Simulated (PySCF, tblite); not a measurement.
**C₆H₉N₂−: geometry, infrared bands, NMR shifts, spin-spin couplings, electronic excitations and core binding energies**

Wanted: the infrared bands, NMR shifts, spin-spin couplings, electronic excitations and core binding energies of C₆H₉N₂− (`CCCc1c[n-]cn1`), by calculation.

The runs use tblite 0.8.0 and PySCF 2.14.0, with density-fitted response routines of our own; the level of theory stands in each step. All values are computed, except where a source is named. Atoms are numbered from 0 throughout.

## (1) The starting structure

17 atoms, charge -1, multiplicity 1; geometry from: force field or distance geometry start.

Bonds of the start (Å): C0–C1 1.48, C1–C2 1.52, C2–C3 1.48, C3–C4 1.37, C4–N5 1.35, N5–C6 1.36, C6–N7 1.34, N7–C3 1.37, C0–H8 1.11, C0–H9 1.12, C0–H10 1.14, C1–H11 1.14, C1–H12 1.09, C2–H13 1.11, C2–H14 1.12, C4–H15 1.07, C6–H16 1.08.

## (2) Geometry optimisation with GFN2-xTB

The job: settings as JSON, then the geometry in Å.

```
{"job": {"kind": "relax", "xc": "GFN2-xTB", "basis": "xTB"}, "charge": -1, "multiplicity": 1}
C     -1.875300     0.780400    -0.440900
C     -1.481500    -0.638300    -0.274200
C     -0.352600    -0.867400     0.721200
C      0.896700    -0.167500     0.366200
C      1.887100    -0.746300    -0.391200
N      2.873600     0.171800    -0.501100
C      2.499500     1.281400     0.196200
N      1.289000     1.087200     0.748100
H     -1.029300     1.468000    -0.632700
H     -2.376800     1.135700     0.498500
H     -2.691900     0.891000    -1.224400
H     -2.363300    -1.204600     0.164200
H     -1.294600    -1.125900    -1.230200
H     -0.239000    -1.968200     0.835700
H     -0.729600    -0.498900     1.704300
H      1.834700    -1.734900    -0.809100
H      3.146500     2.148500     0.259600
```

Launch:

```console
$ OMP_NUM_THREADS=1 python probes_run.py task.json out
```

This one command runs all jobs of the session in turn.

**Question.** This job is followed by: GFN2-xTB harmonic vibrations, gas phase; PBE0-D3(BJ)/def2-SVP geometry optimisation, gas phase; GIAO PBE0/pcSseg-1 NMR shielding, non-relativistic, gas phase; B3LYP/pcJ-1 indirect spin-spin coupling, non-relativistic, gas phase; TDDFT CAM-B3LYP/def2-SVPD, vertical, gas phase, core orbitals frozen in the response; GIAO KT3/pcSseg-1 NMR shielding, non-relativistic, gas phase; delta-SCF UKS SCAN, pcX-2 on the ionised atom, pcseg-1 elsewhere, spin-free X2C. Predict these results of the whole session: strongest single infrared mode (GFN2-xTB); zero-point energy (GFN2-xTB); point group; rotational constants (main isotopes); 13C shifts against TMS (PBE0/pcSseg-1); 1H shifts against TMS (PBE0/pcSseg-1, means over atoms taken as alike); 15N shifts against NH3 (PBE0/pcSseg-1); largest coupling of the table (B3LYP/pcJ-1); lowest singlet (CAM-B3LYP/def2-SVPD); brightest single state of those computed; lowest triplet; vertical ionisation energy (ΔSCF); C1s binding energies, SCAN/pcX-2; N1s binding energies, SCAN/pcX-2; range of the shift of N7.

**Answer**, as computed:

| quantity | value |
| --- | --- |
| strongest single infrared mode (GFN2-xTB) | 3000 cm⁻¹, 443 km/mol |
| zero-point energy (GFN2-xTB) | 87.8 kcal/mol |
| point group | C1 |
| rotational constants (main isotopes) | 4.90, 1.38, 1.16 GHz |
| 13C shifts against TMS (PBE0/pcSseg-1) | 145.8, 139.6, 124.8, 33.7, 31.4, 16.6 ppm |
| 1H shifts against TMS (PBE0/pcSseg-1, means over atoms taken as alike) | 6.79, 6.38, 2.27, 1.71, 1.13 ppm |
| 15N shifts against NH3 (PBE0/pcSseg-1) | 292.0, 290.5 ppm |
| largest coupling of the table (B3LYP/pcJ-1) | 1J(C,H) C6–H16, 188.3 Hz |
| lowest singlet (CAM-B3LYP/def2-SVPD) | 4.49 eV (276 nm), f = 0.025 |
| brightest single state of those computed | state 10, 6.44 eV, f = 0.045 |
| lowest triplet | 4.38 eV |
| vertical ionisation energy (ΔSCF) | 2.68 eV |
| C1s binding energies, SCAN/pcX-2 | C1 286.51, C0 286.46, C2 286.24, C6 285.24, C3 284.85, C4 284.70 eV |
| N1s binding energies, SCAN/pcX-2 | N5 398.22, N7 398.17 eV |
| range of the shift of N7 | 269.5 to 290.5 ppm |

In words: The lowest mode is slightly imaginary (18i cm⁻¹), a soft motion within the noise of the Hessian, so the minimum is not strictly shown. The strongest single mode, at 3000 cm⁻¹, moves mainly H16 and H15. Unscaled tight-binding wavenumbers are off by several per cent, some by more. Its intensities can rank the bands wrongly. At PBE0/pcSseg-1: The largest span, 432 ppm, is at N5, where the paramagnetic term is -369 ppm. NICS(1)zz of -33 ppm above the planar ring from C3 marks a diatropic (aromatic) ring current. In the run at B3LYP/pcJ-1, the largest coupling of the table is C6–H16, 188.3 Hz, of which the Fermi-contact term gives 186.6 Hz. Couplings across rotatable bonds belong to this one conformer; where others are populated, the observed values are averages, and the simulated multiplets take (2 J gauche + J anti)/3 across rotating chain bonds. The lowest singlet, at 4.49 eV, is HOMO→LUMO 0.73, HOMO→LUMO+1 0.13 and is weak; of the 10 states computed, the strongest absorption comes from state 10 at 6.44 eV (the last computed, so partners may be missing). The lowest triplet lies 0.11 eV below the lowest singlet (triplets in Tamm-Dancoff, singlets in full TDDFT). In the gas-phase run even the lowest singlet lies above the computed detachment energy of this anion, so its states are not to be taken as bound. At CAM-B3LYP/def2-SVPD, all states lie near or above the ionisation energy, where they hang on the basis. The C1s levels kept as sound span 1.81 eV, from C4 (aromatic CH next to a ring nitrogen) up to C1 (sp3 CH2). The N1s levels computed lie within 0.05 eV of one another, too close to rank. Across the 2 runs the shift of N7 moves most, between 269.5 (KT3/pcSseg-1) and 290.5 ppm (PBE0/pcSseg-1).
